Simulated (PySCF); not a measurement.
# CH6AsNSi: the cost of one run

Programs: PySCF 2.14.0, with density-fitted response routines of our own. Each step states its level of theory. These are calculated values for one molecule in the gas phase, unless marked as measured. Atoms count from 0, in the outputs and in this text.

## 1. The molecule as given

10 atoms, charge 0, multiplicity 1; geometry from: PBE0-D3(BJ)/def2-SVP.

Bonds of the start (Å): N0–C1 1.27, C1–Si2 1.90, Si2–As3 2.36, N0–H4 1.03, C1–H5 1.11, Si2–H6 1.50, Si2–H7 1.50, As3–H8 1.52, As3–H9 1.53.

## 2. NMR shieldings: PBE0/pcSseg-2

The job: settings as JSON, then the geometry in Å.

```
{"job": {"kind": "nmr", "xc": "PBE0", "basis": "pcSseg-2", "pop": false}, "charge": 0, "multiplicity": 1}
N      1.380475    -1.041509    -0.100435
C      1.168440     0.180078    -0.384683
Si    -0.503588     0.987025     0.039224
As    -2.102167    -0.594196     0.750025
H      2.329044    -1.325003    -0.375223
H      1.937002     0.821222    -0.869541
H     -0.268790     1.999209     1.117554
H     -1.000747     1.725779    -1.164246
H     -1.010936    -1.363690     1.485721
H     -1.878272    -1.409945    -0.519400
```

Method: GIAO PBE0/pcSseg-2 NMR shielding, non-relativistic, gas phase.

Run with:

```bash
$ OMP_NUM_THREADS=1 python probes_run.py task.json out
```

The driver reads the jobs from task.json and runs them one after another.

Q: Estimate the wall time and peak memory of this first job on 1 thread of AMD EPYC 7R43, shared host.

About 28 s, with a peak of 1.1 GiB.
